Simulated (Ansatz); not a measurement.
Born–Oppenheimer molecular dynamics of a periodic cell of 16 atoms, Li (start crystal Li, start structure bcc, volume 1.1 times the crystal's). It starts from a structure without forces on its atoms.

Computed with Ansatz 0.2.0, DFT PBEsol, scalar-relativistic, plane waves, PAW. Settings: cutoff 420 eV, k mesh 2x2x2, fermi-dirac smearing 0.11 eV, no spin polarisation.

```yaml
ensemble: NVT, Langevin thermostat
time_step: 1 fs
steps_asked: 120
set_temperature: 1300 K
friction: 0.02 /fs
seed: 126566
```

Frames 2 fs apart, positions in Å, forces in eV/Å.

Velocities at 30.0 fs (Å/ps):

```
Li -4.52 -4.33 16.62
Li 17.46 2.60 11.15
Li -4.42 0.05 -5.78
Li 0.08 -6.21 -3.15
Li 13.18 1.17 3.79
Li -0.64 -0.65 0.86
Li -6.67 -1.94 -8.14
Li 4.54 9.82 7.15
Li 10.11 15.30 -3.26
Li 2.38 0.66 -4.01
Li -3.40 -0.03 13.53
Li 1.61 15.76 11.23
Li 9.46 -15.39 4.73
Li 1.01 10.07 -0.80
Li 0.54 4.20 1.78
Li 2.35 1.64 -6.55
```

```xyz
16
Lattice="7.2053 0.0000 0.0000 0.0000 7.2053 0.0000 0.0000 0.0000 7.2053" Properties=species:S:1:pos:R:3:forces:R:3 time_fs=30.0 energy_less_start_eV=1.649 T=485
Li -0.321 -0.201 0.491 0.75 0.31 -0.10
Li 4.395 -0.177 0.388 -0.85 -0.02 -0.42
Li -0.135 3.756 -0.288 0.23 -0.44 0.13
Li 0.191 0.162 3.699 -0.22 -0.04 -0.17
Li 2.495 1.713 1.427 -0.71 0.07 0.19
Li 3.583 3.557 -0.069 0.17 0.27 -0.38
Li 3.011 0.195 3.669 0.68 -0.38 -0.22
Li 5.139 2.011 1.659 0.44 0.02 0.41
Li 0.162 3.678 3.658 0.19 -0.05 -0.16
Li 1.929 5.504 1.494 0.05 -0.15 0.16
Li 2.149 1.631 5.607 -0.37 0.06 0.41
Li 3.489 3.617 4.012 -0.09 0.25 -0.46
Li 5.341 4.803 1.538 -0.02 0.19 0.57
Li 5.318 2.079 5.075 0.09 -0.34 0.36
Li 1.841 5.329 5.661 0.01 0.31 0.04
Li 5.722 5.615 5.561 -0.35 -0.08 -0.36
16
Lattice="7.2053 0.0000 0.0000 0.0000 7.2053 0.0000 0.0000 0.0000 7.2053" Properties=species:S:1:pos:R:3:forces:R:3 time_fs=32.0 energy_less_start_eV=1.690 T=484
Li -0.321 -0.204 0.526 0.78 0.31 -0.11
Li 4.428 -0.177 0.413 -0.89 -0.03 -0.41
Li -0.142 3.756 -0.301 0.24 -0.43 0.14
Li 0.191 0.148 3.693 -0.23 -0.03 -0.17
Li 2.513 1.714 1.437 -0.72 0.09 0.18
Li 3.587 3.551 -0.075 0.17 0.29 -0.36
Li 3.000 0.191 3.656 0.68 -0.36 -0.18
Li 5.147 2.030 1.675 0.44 -0.01 0.41
Li 0.181 3.701 3.654 0.19 -0.06 -0.15
Li 1.934 5.507 1.484 0.06 -0.15 0.16
Li 2.142 1.635 5.630 -0.35 0.03 0.36
Li 3.490 3.650 4.028 -0.09 0.23 -0.47
Li 5.362 4.774 1.550 -0.04 0.24 0.56
Li 5.313 2.095 5.071 0.11 -0.35 0.33
Li 1.843 5.336 5.665 0.00 0.32 0.05
Li 5.731 5.622 5.551 -0.35 -0.07 -0.34
16
Lattice="7.2053 0.0000 0.0000 0.0000 7.2053 0.0000 0.0000 0.0000 7.2053" Properties=species:S:1:pos:R:3:forces:R:3 time_fs=34.0 energy_less_start_eV=1.698 T=529
Li -0.310 -0.191 0.566 0.79 0.29 -0.13
Li 4.459 -0.179 0.441 -0.91 -0.03 -0.40
Li -0.151 3.756 -0.314 0.26 -0.42 0.13
Li 0.179 0.135 3.684 -0.22 -0.02 -0.16
Li 2.522 1.714 1.447 -0.70 0.11 0.16
Li 3.603 3.550 -0.086 0.17 0.29 -0.32
Li 2.984 0.188 3.639 0.67 -0.35 -0.13
Li 5.163 2.045 1.701 0.41 -0.04 0.40
Li 0.206 3.715 3.649 0.18 -0.08 -0.14
Li 1.943 5.512 1.472 0.06 -0.17 0.17
Li 2.128 1.639 5.647 -0.34 0.02 0.31
Li 3.485 3.682 4.038 -0.07 0.20 -0.47
Li 5.389 4.753 1.558 -0.06 0.28 0.55
Li 5.306 2.108 5.077 0.11 -0.36 0.30
Li 1.855 5.345 5.673 -0.02 0.32 0.06
Li 5.741 5.635 5.540 -0.34 -0.06 -0.31
16
Lattice="7.2053 0.0000 0.0000 0.0000 7.2053 0.0000 0.0000 0.0000 7.2053" Properties=species:S:1:pos:R:3:forces:R:3 time_fs=36.0 energy_less_start_eV=1.709 T=593
Li -0.297 -0.172 0.613 0.80 0.28 -0.17
Li 4.490 -0.183 0.473 -0.94 -0.03 -0.39
Li -0.161 3.765 -0.316 0.28 -0.42 0.12
Li 0.161 0.133 3.663 -0.20 -0.01 -0.14
Li 2.532 1.720 1.461 -0.68 0.13 0.13
Li 3.615 3.553 -0.093 0.18 0.29 -0.28
Li 2.965 0.181 3.624 0.66 -0.34 -0.10
Li 5.178 2.052 1.730 0.38 -0.04 0.39
Li 0.234 3.726 3.639 0.16 -0.09 -0.12
Li 1.949 5.511 1.468 0.06 -0.17 0.16
Li 2.120 1.644 5.658 -0.32 0.01 0.28
Li 3.491 3.715 4.042 -0.06 0.18 -0.48
Li 5.415 4.739 1.566 -0.08 0.30 0.55
Li 5.291 2.119 5.088 0.13 -0.36 0.27
Li 1.874 5.351 5.680 -0.05 0.33 0.06
Li 5.743 5.647 5.534 -0.33 -0.04 -0.28
16
Lattice="7.2053 0.0000 0.0000 0.0000 7.2053 0.0000 0.0000 0.0000 7.2053" Properties=species:S:1:pos:R:3:forces:R:3 time_fs=38.0 energy_less_start_eV=1.697 T=632
Li -0.279 -0.154 0.656 0.78 0.26 -0.22
Li 4.510 -0.187 0.505 -0.93 -0.05 -0.38
Li -0.175 3.774 -0.310 0.31 -0.41 0.08
Li 0.136 0.133 3.634 -0.18 -0.01 -0.10
Li 2.541 1.726 1.467 -0.67 0.15 0.12
Li 3.622 3.559 -0.100 0.19 0.29 -0.23
Li 2.949 0.169 3.602 0.65 -0.31 -0.05
Li 5.195 2.056 1.757 0.35 -0.05 0.37
Li 0.263 3.734 3.626 0.15 -0.10 -0.10
Li 1.955 5.511 1.471 0.06 -0.19 0.15
Li 2.106 1.657 5.669 -0.31 -0.01 0.23
Li 3.501 3.744 4.038 -0.05 0.16 -0.48
Li 5.454 4.724 1.576 -0.12 0.33 0.55
Li 5.279 2.130 5.100 0.15 -0.37 0.24
Li 1.893 5.357 5.685 -0.08 0.33 0.07
Li 5.736 5.664 5.528 -0.31 -0.04 -0.26
16
Lattice="7.2053 0.0000 0.0000 0.0000 7.2053 0.0000 0.0000 0.0000 7.2053" Properties=species:S:1:pos:R:3:forces:R:3 time_fs=40.0 energy_less_start_eV=1.669 T=699
Li -0.255 -0.129 0.698 0.73 0.24 -0.27
Li 4.514 -0.192 0.533 -0.87 -0.05 -0.36
Li -0.185 3.777 -0.305 0.33 -0.41 0.05
Li 0.108 0.135 3.610 -0.16 -0.01 -0.06
Li 2.547 1.731 1.469 -0.65 0.18 0.10
Li 3.620 3.567 -0.111 0.22 0.28 -0.17
Li 2.930 0.167 3.578 0.63 -0.29 0.01
Li 5.217 2.062 1.792 0.30 -0.06 0.34
Li 0.298 3.737 3.608 0.13 -0.11 -0.06
Li 1.962 5.514 1.477 0.06 -0.20 0.14
Li 2.090 1.674 5.686 -0.29 -0.04 0.17
Li 3.509 3.763 4.029 -0.05 0.16 -0.48
Li 5.493 4.705 1.588 -0.16 0.38 0.54
Li 5.263 2.142 5.110 0.17 -0.37 0.23
Li 1.913 5.359 5.695 -0.11 0.34 0.06
Li 5.721 5.676 5.522 -0.28 -0.03 -0.24
16
Lattice="7.2053 0.0000 0.0000 0.0000 7.2053 0.0000 0.0000 0.0000 7.2053" Properties=species:S:1:pos:R:3:forces:R:3 time_fs=42.0 energy_less_start_eV=1.638 T=884
Li -0.231 -0.098 0.749 0.67 0.20 -0.33
Li 4.509 -0.195 0.553 -0.79 -0.06 -0.33
Li -0.188 3.772 -0.302 0.34 -0.39 0.02
Li 0.084 0.138 3.588 -0.13 -0.01 -0.01
Li 2.553 1.736 1.461 -0.62 0.21 0.09
Li 3.621 3.583 -0.120 0.25 0.26 -0.11
Li 2.910 0.174 3.554 0.61 -0.27 0.06
Li 5.244 2.065 1.831 0.23 -0.08 0.30
Li 0.342 3.743 3.577 0.11 -0.12 -0.03
Li 1.976 5.515 1.496 0.04 -0.21 0.11
Li 2.083 1.693 5.700 -0.28 -0.06 0.12
Li 3.515 3.788 4.006 -0.04 0.14 -0.47
Li 5.528 4.682 1.596 -0.19 0.43 0.52
Li 5.250 2.150 5.116 0.17 -0.36 0.21
Li 1.929 5.350 5.698 -0.13 0.37 0.06
Li 5.704 5.691 5.511 -0.25 -0.04 -0.21
16
Lattice="7.2053 0.0000 0.0000 0.0000 7.2053 0.0000 0.0000 0.0000 7.2053" Properties=species:S:1:pos:R:3:forces:R:3 time_fs=44.0 energy_less_start_eV=1.614 T=903
Li -0.205 -0.070 0.798 0.59 0.16 -0.39
Li 4.493 -0.192 0.567 -0.68 -0.08 -0.31
Li -0.184 3.777 -0.297 0.35 -0.38 -0.01
Li 0.063 0.143 3.573 -0.10 -0.01 0.04
Li 2.566 1.746 1.455 -0.60 0.23 0.10
Li 3.613 3.601 -0.125 0.29 0.25 -0.06
Li 2.895 0.182 3.534 0.59 -0.25 0.12
Li 5.272 2.069 1.871 0.17 -0.11 0.27
Li 0.382 3.751 3.549 0.09 -0.14 0.00
Li 2.002 5.520 1.530 0.02 -0.22 0.06
Li 2.079 1.715 5.724 -0.27 -0.08 0.06
Li 3.521 3.815 3.975 -0.02 0.11 -0.44
Li 5.557 4.654 1.608 -0.22 0.51 0.49
Li 5.230 2.152 5.120 0.18 -0.34 0.20
Li 1.944 5.340 5.692 -0.15 0.39 0.06
Li 5.684 5.705 5.496 -0.22 -0.05 -0.19
16
Lattice="7.2053 0.0000 0.0000 0.0000 7.2053 0.0000 0.0000 0.0000 7.2053" Properties=species:S:1:pos:R:3:forces:R:3 time_fs=46.0 energy_less_start_eV=1.604 T=819
Li -0.184 -0.040 0.844 0.54 0.12 -0.45
Li 4.474 -0.190 0.576 -0.58 -0.10 -0.30
Li -0.166 3.785 -0.295 0.33 -0.37 -0.02
Li 0.044 0.152 3.559 -0.07 -0.01 0.10
Li 2.583 1.760 1.447 -0.60 0.25 0.12
Li 3.598 3.620 -0.129 0.34 0.25 -0.02
Li 2.883 0.185 3.506 0.57 -0.21 0.19
Li 5.289 2.068 1.917 0.13 -0.12 0.23
Li 0.418 3.758 3.523 0.07 -0.17 0.03
Li 2.024 5.528 1.564 -0.01 -0.23 0.00
Li 2.076 1.734 5.750 -0.27 -0.11 -0.02
Li 3.532 3.842 3.938 -0.02 0.08 -0.40
Li 5.579 4.631 1.623 -0.24 0.56 0.45
Li 5.208 2.151 5.125 0.18 -0.31 0.19
Li 1.960 5.333 5.687 -0.16 0.42 0.05
Li 5.667 5.704 5.466 -0.21 -0.04 -0.15
16
Lattice="7.2053 0.0000 0.0000 0.0000 7.2053 0.0000 0.0000 0.0000 7.2053" Properties=species:S:1:pos:R:3:forces:R:3 time_fs=48.0 energy_less_start_eV=1.613 T=846
Li -0.170 -0.014 0.885 0.49 0.09 -0.51
Li 4.454 -0.183 0.583 -0.49 -0.13 -0.30
Li -0.146 3.789 -0.306 0.29 -0.35 -0.01
Li 0.025 0.164 3.538 -0.04 -0.01 0.17
Li 2.601 1.777 1.440 -0.60 0.27 0.13
Li 3.579 3.644 -0.133 0.39 0.24 0.01
Li 2.876 0.184 3.468 0.55 -0.18 0.27
Li 5.296 2.064 1.957 0.10 -0.13 0.19
Li 0.449 3.752 3.505 0.07 -0.18 0.05
Li 2.044 5.534 1.596 -0.04 -0.25 -0.05
Li 2.068 1.755 5.772 -0.25 -0.15 -0.09
Li 3.546 3.867 3.901 -0.03 0.06 -0.36
Li 5.598 4.606 1.638 -0.25 0.60 0.40
Li 5.190 2.150 5.125 0.18 -0.28 0.19
Li 1.976 5.322 5.690 -0.18 0.45 0.02
Li 5.648 5.705 5.426 -0.19 -0.04 -0.12
16
Lattice="7.2053 0.0000 0.0000 0.0000 7.2053 0.0000 0.0000 0.0000 7.2053" Properties=species:S:1:pos:R:3:forces:R:3 time_fs=50.0 energy_less_start_eV=1.645 T=885
Li -0.157 0.014 0.927 0.47 0.05 -0.59
Li 4.433 -0.168 0.598 -0.40 -0.16 -0.31
Li -0.130 3.783 -0.322 0.25 -0.33 0.01
Li -0.003 0.179 3.515 0.00 -0.02 0.26
Li 2.608 1.797 1.441 -0.60 0.30 0.13
Li 3.554 3.666 -0.140 0.46 0.21 0.06
Li 2.875 0.183 3.431 0.53 -0.15 0.35
Li 5.299 2.054 1.995 0.06 -0.10 0.17
Li 0.477 3.754 3.493 0.06 -0.19 0.06
Li 2.079 5.536 1.622 -0.09 -0.26 -0.10
Li 2.055 1.771 5.790 -0.23 -0.18 -0.14
Li 3.560 3.898 3.866 -0.03 0.03 -0.32
Li 5.617 4.585 1.649 -0.25 0.62 0.35
Li 5.170 2.151 5.129 0.17 -0.26 0.19
Li 1.989 5.303 5.694 -0.19 0.50 -0.02
Li 5.631 5.710 5.385 -0.18 -0.04 -0.08
16
Lattice="7.2053 0.0000 0.0000 0.0000 7.2053 0.0000 0.0000 0.0000 7.2053" Properties=species:S:1:pos:R:3:forces:R:3 time_fs=52.0 energy_less_start_eV=1.705 T=894
Li -0.140 0.038 0.966 0.44 0.02 -0.67
Li 4.416 -0.154 0.617 -0.31 -0.18 -0.33
Li -0.104 3.779 -0.338 0.20 -0.30 0.02
Li -0.029 0.188 3.487 0.05 -0.03 0.35
Li 2.617 1.815 1.448 -0.61 0.32 0.12
Li 3.530 3.683 -0.145 0.52 0.17 0.10
Li 2.882 0.178 3.396 0.50 -0.12 0.44
Li 5.296 2.051 2.038 0.04 -0.10 0.13
Li 0.504 3.763 3.475 0.05 -0.20 0.08
Li 2.114 5.539 1.647 -0.14 -0.27 -0.15
Li 2.042 1.783 5.803 -0.21 -0.21 -0.19
Li 3.568 3.924 3.838 -0.02 -0.01 -0.29
Li 5.636 4.564 1.659 -0.26 0.64 0.30
Li 5.162 2.149 5.122 0.15 -0.24 0.20
Li 2.011 5.284 5.692 -0.22 0.55 -0.05
Li 5.612 5.716 5.338 -0.17 -0.05 -0.05
```

Of the whole run (120 fs, mean temperature of the second half 993 K): The mean temperature of the second half is 24 % below the set value. A run of 0.12 ps of so small a system gives no equilibrium averages. Limits of this set-up: coarse k mesh.

Time of the run: 7.1 min on 1 thread of Arm Neoverse V2 (shared host), peak memory 0.52 GiB.
